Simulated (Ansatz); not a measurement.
**CH7N2Sc: basis-set convergence**

One table from this session's results is given with a row withheld; the runs are named, their logs left out.

Method: one geometry, several basis sets; program: Ansatz 0.2.0, Gaussian basis.

Levels to be run: PBE0-D4/def2-SVP; ωB97M-V/def2-SVP; PBE0-D4/def2-QZVPP; ωB97M-V/def2-QZVPP; the functionals' def2-TZVPP values are taken from earlier runs.

## The relaxed structure

An earlier PBE0-D4 in a triple-zeta def2 set relaxation fixed the geometry.

SMILES `[CH3][Sc]([NH2])[NH2]`, 11 atoms, charge 0, spin multiplicity 1.

Atoms are counted from 1 here; the program's logs count them from 0.

Bond lengths: C1–Sc2 2.207 Å, C1–H5 1.098 Å, C1–H6 1.098 Å, C1–H7 1.099 Å, Sc2–N3 1.986 Å, Sc2–N4 1.986 Å, N3–H8 1.013 Å, N3–H9 1.013 Å, N4–H10 1.013 Å, N4–H11 1.013 Å. Angles: Sc2–C1–H5 112.8°, Sc2–C1–H6 112.6°, Sc2–C1–H7 111.6°, H5–C1–H6 106.9°, H5–C1–H7 106.3°, H6–C1–H7 106.2°, C1–Sc2–N3 119.6°, C1–Sc2–N4 119.7°, N3–Sc2–N4 120.7°, Sc2–N3–H8 127.3°, Sc2–N3–H9 125.7°, H8–N3–H9 107.0°, Sc2–N4–H10 125.7°, Sc2–N4–H11 127.3°, H10–N4–H11 107.0°.

The first run:

Input file in.yaml:

```yaml
crystal:
  periodic: [false, false, false]
  atoms:
    - {symbol: C, position_ang: [-1.285975, 1.441301, -0.027285]}
    - {symbol: Sc, position_ang: [0.183581, -0.204343, 0.003022]}
    - {symbol: N, position_ang: [0.666229, -1.057315, 1.729846]}
    - {symbol: N, position_ang: [1.010799, -0.815713, -1.695425]}
    - {symbol: H, position_ang: [-1.148288, 2.118952, -0.880149]}
    - {symbol: H, position_ang: [-1.246474, 2.058731, 0.880033]}
    - {symbol: H, position_ang: [-2.315766, 1.062824, -0.096687]}
    - {symbol: H, position_ang: [1.319594, -1.816707, 1.877458]}
    - {symbol: H, position_ang: [0.298457, -0.801354, 2.638805]}
    - {symbol: H, position_ang: [0.826793, -0.430212, -2.614388]}
    - {symbol: H, position_ang: [1.691040, -1.556154, -1.815229]}
basis:
  gaussian: {orbitals: def2-SVP}
hamiltonian: {xc: pbe0, dispersion: d4}
output: {orbitals: {seedname: orbitals}}
```

Command:

```bash
$ ansatz run in.yaml --threads 4 --pin off --events-out ev --progress --plain --max-ram 10444MiB
```

Among the steps run: PBE0-D4 in def2-SVP; ωB97M-V in def2-SVP; PBE0-D4 in def2-QZVPP; ωB97M-V in def2-QZVPP.

One table of the session follows, with a row left open; its other results are not shown here.

It belongs to the step «Density functionals: the series». 

| functional | basis | HOMO (eV) | LUMO (eV) |
| --- | --- | --- | --- |
| PBE0-D4 | def2-SVP | -6.44 | -1.01 |
| PBE0-D4 | def2-TZVPP | ? | ? |
| PBE0-D4 | def2-QZVPP | -6.68 | -1.28 |
| ωB97M-V | def2-SVP | -8.77 | 0.22 |
| ωB97M-V | def2-TZVPP | -8.98 | 0.17 |
| ωB97M-V | def2-QZVPP | -9.01 | 0.00 |

**Question.** Estimate the row for PBE0-D4, def2-TZVPP.

The run gave: HOMO (eV): -6.65; LUMO (eV): -1.25. In the column «HOMO (eV)» it lies between PBE0-D4, def2-QZVPP (-6.68) and PBE0-D4, def2-SVP (-6.44).
